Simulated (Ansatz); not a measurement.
**SnH2O2: basis-set convergence**

The task here is to estimate one member of a computed series from the others.

Computed with Ansatz 0.2.0, Gaussian basis. Level: one geometry, several basis sets.

Plan: PBE0-D4/def2-SVP; ωB97M-V/def2-SVP; PBE0-D4/def2-QZVPP; ωB97M-V/def2-QZVPP; the functionals' def2-TZVPP values are taken from earlier runs.

## The geometry

All runs share one geometry, relaxed beforehand with PBE0-D4 in a triple-zeta def2 set. Sn takes the def2 core potential; no spin-orbit term is included.

5 atoms, charge 0, spin multiplicity 1.

Atoms are counted from 1 here; the program's logs count them from 0.

Bond lengths: O1–Sn2 1.987 Å, O1–H4 0.960 Å, Sn2–O3 1.966 Å, O3–H5 0.964 Å. Angles: Sn2–O1–H4 116.9°, O1–Sn2–O3 91.9°, Sn2–O3–H5 111.9°.

The first run:

Input file in.yaml:

```yaml
crystal:
  periodic: [false, false, false]
  atoms:
    - {symbol: O, position_ang: [-0.984343, 0.177823, -0.613754]}
    - {symbol: Sn, position_ang: [-0.153735, -0.943867, 0.800883]}
    - {symbol: O, position_ang: [1.561830, 0.002891, 0.636097]}
    - {symbol: H, position_ang: [-1.901159, -0.005562, -0.831359]}
    - {symbol: H, position_ang: [1.527208, 0.695116, -0.033267]}
basis:
  gaussian: {orbitals: def2-SVP}
hamiltonian: {xc: pbe0, dispersion: d4}
output: {orbitals: {seedname: orbitals}}
```

Steps of the session up to this table: PBE0-D4 in def2-SVP; ωB97M-V in def2-SVP; PBE0-D4 in def2-QZVPP; ωB97M-V in def2-QZVPP.

One table of the session follows, with a row left open; its other results are not shown here.

It belongs to the step «Density functionals: the series». 

| functional | basis | HOMO (eV) | LUMO (eV) |
| --- | --- | --- | --- |
| PBE0-D4 | def2-SVP | -7.27 | -1.73 |
| PBE0-D4 | def2-TZVPP | ? | ? |
| PBE0-D4 | def2-QZVPP | -7.53 | -2.00 |
| ωB97M-V | def2-SVP | -9.41 | 0.12 |
| ωB97M-V | def2-TZVPP | -9.66 | -0.21 |
| ωB97M-V | def2-QZVPP | -9.72 | -0.31 |

Estimate the missing values for PBE0-D4, def2-TZVPP.

The run gave: HOMO (eV): -7.47; LUMO (eV): -1.94. In the column «HOMO (eV)» it lies between PBE0-D4, def2-QZVPP (-7.53) and PBE0-D4, def2-SVP (-7.27).
